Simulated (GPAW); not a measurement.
Crystal: VGe3.

```xyz
8
Lattice="4.7680 0.0000 0.0000 0.0000 4.7680 0.0000 0.0000 0.0000 4.7680" Properties=species:S:1:pos:R:3 pbc="T T T"
Ge    0.0000    2.3840    1.1920
Ge    0.0000    2.3840    3.5760
Ge    2.3840    1.1920    0.0000
Ge    3.5760    0.0000    2.3840
Ge    2.3840    3.5760    0.0000
Ge    1.1920    0.0000    2.3840
V     2.3840    2.3840    2.3840
V     0.0000    0.0000    0.0000
```

Base run:

| Property | Result |
| --- | --- |
| Program | GPAW 26.7.0 |
| Functional | PBEsol |
| Potentials or basis | PAW data sets generated in the run's folder for this functional |
| Cutoff | 600 eV |
| Basis | pw |
| k mesh | 5 × 5 × 5 |
| Occupations | fermi-dirac, width 0.05 eV |
| Spin | collinear spin, ferromagnetic start |
| Starting moments | [0.0, 0.0, 0.0, 0.0, 0.0, 0.0, 2.0, 2.0] μB |
| Hubbard terms | V d U = 8 eV |

Its results: pressure 46.2 GPa; net moment 5.57 μB per cell; site moments Ge -0.01; V +2.58 μB.

Question: The run is repeated on the same cell with these changes: hubbard terms from V d U = 8 eV to none. What comes out?

Answer: Pressure 22.6 GPa; net moment 2.34 μB per cell; site moments Ge -0.01; V +1.00 μB.

Caveats: a pressure of tens of GPa on the cell as given is suspect, and the run, the potentials or the cell itself is likely at fault (some runs); the U is typed as a test and isn't derived for this compound (some runs).
